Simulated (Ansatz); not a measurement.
SbAs:

```
CELL_PARAMETERS angstrom
2.03271 1.17359 3.71659
-2.03271 1.17359 3.71659
0.00000 -2.34718 3.71659
ATOMIC_POSITIONS crystal
Sb 0.77090 0.77090 0.77090
As 0.22910 0.22910 0.22910
```

The cell is a database's computed one.

| Quantity | Value |
| --- | --- |
| Program | Ansatz 0.2.0 |
| Task | relaxation of cell and atoms |
| Functional | PBE |
| Dispersion | D3(BJ) |
| Potentials or basis | Ansatz PAW |
| Cutoff | 420 eV (not typed: the program's choice for these potentials) |
| k mesh | 8 × 8 × 8 |
| Occupations | fermi-dirac, width 0.05 eV |
| Spin | no spin polarisation |

At the start: volume 26.60 Å³/atom.

Problem. How do energy, volume and symmetry change on relaxing?

Solution. It ends after 7 steps and the volume is 25.04 Å³/atom (-5.9 %); space group R3m (No. 160, to 0.05 Å).

Step by step:
```csv
step,energy change (eV),largest force (eV/Å),volume (Å³)
1,0.0000,0.1624,53.20
2,-0.0138,0.1258,48.59
3,-0.0222,0.1944,48.82
4,-0.0303,0.0387,50.36
5,-0.0308,0.0009,50.11
6,-0.0308,0.0020,50.08
7,-0.0303,0.0020,50.08
```

Final structure:
```
Sb As
1.0
     2.03024    1.17216    3.50760
    -2.03024    1.17216    3.50760
     0.00000   -2.34432    3.50760
Sb As
1 1
Direct
  0.76634 0.76634 0.76634
  0.23366 0.23366 0.23366
```

Caveat: the plane-wave basis is chosen anew once the cell has moved, so the energies of steps on either side of that aren't comparable.
